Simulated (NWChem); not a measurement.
**Plane-wave run on BN (zincblende type)**

```
CELL_PARAMETERS angstrom
      0.00000     1.86242     1.86242
      1.86242     0.00000     1.86242
      1.86242     1.86242     0.00000
ATOMIC_POSITIONS crystal
  N  0.25000 0.25000 0.25000
  B  0.00000 0.00000 0.00000
```

All runs are NWChem calculations. Origin of the cell: lattice set by a structure generator, not relaxed at this level.

Norm-conserving pseudopotentials with valence charges N 5, B 3, fixed occupations, no spin-orbit coupling, density cut at twice the wavefunction cutoff.

Level: LDA (Vosko), default library, cutoff 40 Ha, density from a 6×6×6 mesh. Bands run along Γ–X–U|K–Γ–L–W–X with k in units of the cell's reciprocal vectors.

Question: Give the band energies at the labelled points, in eV from the valence-band top.

Answer: 
| point | k | band 1 | band 2 | band 3 | band 4 | band 5 | band 6 |
|---|---|---|---|---|---|---|---|
| Γ | 0.000 0.000 0.000 | -19.09 | 0.00 | 0.00 | 0.00 | 8.22 | 8.22 |
| X | -0.500 -0.500 0.000 | -13.95 | -8.29 | -4.50 | -4.50 | 4.26 | 8.64 |
| U | -0.375 -0.375 0.250 | -13.88 | -7.58 | -7.01 | -3.74 | 6.53 | 11.89 |
| K | -0.375 0.000 0.375 | -13.88 | -7.58 | -7.01 | -3.74 | 6.53 | 11.89 |
| L | 0.000 0.000 0.500 | -15.21 | -9.89 | -1.79 | -1.79 | 9.02 | 10.05 |
| W | -0.500 -0.250 0.250 | -13.68 | -7.11 | -6.36 | -5.95 | 9.08 | 12.11 |
Bands up to 4 are filled.
